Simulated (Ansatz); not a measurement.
# F2H2SSn: the cost of one run

All numbers below are computed with Ansatz 0.2.0 (RKS PBE0-D4/def2-SVP).

**1. Starting point**

Bond lengths: F1–Sn2 1.986 Å, Sn2–F3 1.954 Å, Sn2–S4 2.357 Å, Sn2–H5 1.748 Å, S4–H6 1.392 Å. Angles: F1–Sn2–F3 109.4°, F1–Sn2–S4 111.8°, F1–Sn2–H5 108.6°, F3–Sn2–S4 109.0°, F3–Sn2–H5 109.5°, S4–Sn2–H5 108.6°, Sn2–S4–H6 95.6°.

Structure file:

```xyz
6

F     0.3947   -2.1457    1.0158
Sn    0.3524   -0.4153    0.0418
F     0.4025   -0.7535   -1.8820
S    -1.5833    0.8296    0.5525
H     1.7543    0.5199    0.5077
H    -1.2786    1.9009   -0.2819
```

**2. End point A**

Input file input.yaml:

```yaml
crystal:
  periodic: [false, false, false]
  atoms:
    - { symbol: F, position_ang: [0.3947, -2.1457, 1.0158] }
    - { symbol: Sn, position_ang: [0.3524, -0.4153, 0.0418] }
    - { symbol: F, position_ang: [0.4025, -0.7535, -1.882] }
    - { symbol: S, position_ang: [-1.5833, 0.8296, 0.5525] }
    - { symbol: H, position_ang: [1.7543, 0.5199, 0.5077] }
    - { symbol: H, position_ang: [-1.2786, 1.9009, -0.2819] }
basis:
  gaussian: { orbitals: def2-SVP }
hamiltonian:
  xc: pbe0
  dispersion: d4
relax:
  f_tol: 0.015
  max_steps: 40
```

Run with:

```sh
$ ansatz run input.yaml --threads 1 --pin off --max-ram 2048MiB --backend cpu --events-out ev --progress --plain --runs-dir out
```

What time and memory should one allow on 1 thread of an Arm CPU, shared host?

About 2 min, with a peak of 0.17 GiB.
